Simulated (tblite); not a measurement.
# C5H12OSSi2: the cost of one run

Computed with tblite 0.8.0 and PySCF 2.14.0, with density-fitted response routines of our own, on a single molecule in the gas phase. Atoms count from 0, in the outputs and in this text.

## (1) The starting structure

21 atoms, charge 0, multiplicity 1; geometry from: force field or distance geometry start.

Bonds of the start (Å): C0–C1 1.35, C1–Si2 1.83, Si2–S3 2.15, S3–C4 1.85, C4–C5 1.55, C4–Si6 1.90, C4–C7 1.54, C7–O8 1.23, C0–H9 1.09, C0–H10 1.09, C1–H11 1.07, Si2–H12 1.48, Si2–H13 1.48, C5–H14 1.09, C5–H15 1.09, C5–H16 1.09, Si6–H17 1.49, Si6–H18 1.49, Si6–H19 1.49, C7–H20 1.10.

## (2) Relaxing the molecule with GFN2-xTB

The job: settings as JSON, then the geometry in Å.

```
{"job": {"kind": "relax", "xc": "GFN2-xTB", "basis": "xTB"}, "charge": 0, "multiplicity": 1}
C      3.117400     1.358800     0.698800
C      2.425000     1.006700    -0.407900
Si     1.894200    -0.689300    -0.848100
S      0.427000    -1.297100     0.601200
C     -1.143400    -0.381700     0.260500
C     -1.772700    -0.872600    -1.065300
Si    -2.282700    -0.718900     1.747800
C     -0.835000     1.121200     0.207900
O     -0.952400     1.806200    -0.804100
H      3.411600     0.645200     1.463300
H      3.377200     2.399400     0.862900
H      2.143900     1.755200    -1.123000
H      1.262600    -0.711500    -2.185800
H      3.029300    -1.630900    -0.795400
H     -1.144600    -0.635800    -1.929700
H     -2.734600    -0.379200    -1.233900
H     -1.952700    -1.949700    -1.050400
H     -1.670500    -0.203500     3.001200
H     -3.575600    -0.010400     1.564800
H     -2.566200    -2.172500     1.901900
H     -0.466800     1.577300     1.143300
```

On the command line:

```bash
OMP_NUM_THREADS=1 python probes_run.py task.json out
```

This one command runs all jobs of the session in turn.

Q: Estimate the wall time and peak memory of this first job on 1 thread of Arm Neoverse N1, shared host.

About 5.2 s, with a peak of 0.18 GiB.
